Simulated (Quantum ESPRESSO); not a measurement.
NaLaMnMoO6:

```
Na La Mn Mo O
1.0
    -2.72294    2.72294    3.89889
     2.72294   -2.72294    3.89889
     2.72294    2.72294   -3.89889
Na La Mn Mo O
1 1 1 1 6
Direct
  0.25000 0.75000 0.50000
  0.75000 0.25000 0.50000
  0.50000 0.50000 0.00000
  0.00000 0.00000 0.00000
  0.20766 0.29607 0.50371
  0.29605 0.79234 0.08841
  0.79236 0.70395 0.49629
  0.70393 0.20764 0.91159
  0.25194 0.25194 0.00000
  0.74806 0.74806 0.00000
```

The cell was built by a generator and needn't be a form met in nature.

```yaml
Program: Quantum ESPRESSO 7.5
Task: single point
Functional: PBE
Potentials_or_basis: SSSP 1.3 efficiency PBE
Cutoff: 884 eV
Density_cutoff: 10612 eV
k_mesh: 7 × 7 × 7
Occupations: fermi-dirac, width 0.05 eV
Spin: collinear spin, ferromagnetic start
Starting_moments: "[0.0, 0.0, 4.0, 1.0, 0.0, 0.0, 0.0, 0.0, 0.0, 0.0] μB"
```

On this cell: pressure 0.7 GPa; largest force 0.075 eV/Å; net moment 2.04 μB per cell; site moments Na +0.00; La -0.01; Mn +2.32; Mo -0.38; O +0.01 μB; band gap on the k mesh none (metal or under the smearing width).

The same run follows on a disturbed copy (atoms moved at random, drawn with an rms of 0.05 Å):

```xyz
10
Lattice="-2.7229 2.7229 3.8989 2.7229 -2.7229 3.8989 2.7229 2.7229 -3.8989" Properties=species:S:1:pos:R:3 pbc="T T T"
Na    2.7339    0.0314    1.9160
La   -0.0375    2.7070    1.9694
Mn   -0.0298    0.0056    3.8807
Mo    0.0151   -0.0032    0.0288
O     1.6203    1.1249   -0.0109
O     1.5737   -1.1148    3.9195
O     1.0913    1.5794    3.9072
O     1.0982    3.8415   -0.0374
O     0.0112    0.0081    1.9803
O     0.0422    0.0166    5.8333
```

What changes?

The energy (extrapolated to zero smearing) moves by +6.8 meV/atom; pressure 0.6 GPa; largest force 1.082 eV/Å; net moment 1.98 μB per cell; site moments Na +0.00; La -0.01; Mn +2.27; Mo -0.38; O +0.01 μB; band gap on the k mesh none (metal or under the smearing width).

Forces on the atoms (eV/Å):
```
Na  -0.040 -0.069  0.094
La   0.125  0.072 -0.112
Mn   0.487 -0.039  0.500
Mo  -0.802  0.179 -0.704
O   -0.124  0.081  0.209
O    0.217 -0.158 -0.059
O    0.225  0.338 -0.076
O    0.332 -0.322  0.246
O   -0.037 -0.077 -0.275
O   -0.382 -0.005  0.176
```

Stress tensor (GPa, compression positive):
```
-0.09 -0.38 -0.51
-0.38  1.13  0.23
-0.51  0.23  0.88
```

Caveats: a cell with one magnetic atom can't hold antiferromagnetic order, which such compounds often take; semilocal functionals often make such compounds metallic where correlation or magnetic order opens a gap, which also shifts bond lengths.
